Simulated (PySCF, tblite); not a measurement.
# C₆H₁₄B radical: geometry, infrared bands and EPR parameters

What infrared bands and EPR parameters should C₆H₁₄B radical (`C[CH]B(C)CCC`) show?

Programs: tblite 0.8.0 and PySCF 2.14.0, with density-fitted response routines of our own. Each step states its level of theory. These are calculated values for one molecule in the gas phase, unless marked as measured. Atoms are numbered from 0 throughout.

### Step 1. The molecule as given

21 atoms, charge 0, multiplicity 2; geometry from: force field or distance geometry start.

Bonds of the start (Å): C0–C1 1.50, C1–B2 1.59, B2–C3 1.60, B2–C4 1.59, C4–C5 1.51, C5–C6 1.50, C0–H7 1.13, C0–H8 1.11, C0–H9 1.12, C1–H10 1.12, C3–H11 1.11, C3–H12 1.13, C3–H13 1.09, C4–H14 1.11, C4–H15 1.10, C5–H16 1.10, C5–H17 1.12, C6–H18 1.11, C6–H19 1.13, C6–H20 1.11.

### Step 2. Geometry optimisation with GFN2-xTB

Job settings and geometry (Å):

```
{"job": {"kind": "relax", "xc": "GFN2-xTB", "basis": "xTB"}, "charge": 0, "multiplicity": 2}
C     -2.456600     1.484800    -0.041500
C     -1.333700     0.879100     0.747000
B     -0.668400    -0.378700     0.046400
C     -1.608400    -1.632700    -0.296700
C      0.870300    -0.747200     0.212700
C      1.736000     0.466900    -0.037800
C      3.211300     0.213500     0.093000
H     -3.399300     1.522000     0.578900
H     -2.738400     0.863100    -0.916900
H     -2.231100     2.548100    -0.328900
H     -1.785400     0.498400     1.702200
H     -2.655100    -1.256200    -0.273200
H     -1.519300    -2.291700     0.617400
H     -1.310500    -2.114100    -1.227100
H      1.079700    -1.453600    -0.614900
H      1.055200    -1.255700     1.171800
H      1.385700     1.264000     0.639100
H      1.568900     0.798300    -1.097700
H      3.475100    -0.721200     0.637800
H      3.654200     1.116300     0.615300
H      3.660900     0.213600    -0.917900
```

On the command line:

```console
OMP_NUM_THREADS=1 python probes_run.py task.json out
```

This one command runs all jobs of the session in turn.

**Question.** This job is followed by: GFN2-xTB harmonic vibrations, gas phase; UKS B3LYP, pcH-1 on B C H, non-relativistic, mean-field spin-orbit, GIAO. Predict these results of the whole session: strongest single infrared mode (GFN2-xTB); zero-point energy (GFN2-xTB); g(iso) (B3LYP); ⟨S²⟩; largest a(iso) (averaged by class); potential on the surface of density 0.002 e/bohr³, 1st and 99th percentile.

The runs gave:

| quantity | value |
| --- | --- |
| strongest single infrared mode (GFN2-xTB) | 1090 cm⁻¹, 83 km/mol |
| zero-point energy (GFN2-xTB) | 115.8 kcal/mol |
| g(iso) (B3LYP) | 2.00261 |
| ⟨S²⟩ | 0.753 (exact 0.75) |
| largest a(iso) (averaged by class) | 1H on H7, H8, H9, 71.2 MHz |
| potential on the surface of density 0.002 e/bohr³, 1st and 99th percentile | -0.33 V and 0.70 V |

In words: The optimisation took 172 steps and gained 1.637 eV; among the close pairs (by a distance rule), C1–B2 changed most, from 1.586 to 1.511 Å. The lowest mode is slightly imaginary (11i cm⁻¹), a soft motion within the noise of the Hessian, so the minimum is not strictly shown. The strongest single mode, at 1090 cm⁻¹, is spread over many atoms; the largest shares are those of B2. Unscaled tight-binding wavenumbers are off by several per cent, some by more. Its intensities can rank the bands wrongly. C1 carries the largest spin population, 0.85 e. The isotropic g lies 0.3 ppt above the free-electron value. These values are for one conformer; the search (at its own cheap level) found 2 more, at 0.11, 0.21 kcal/mol, and measured spectra average over such forms.
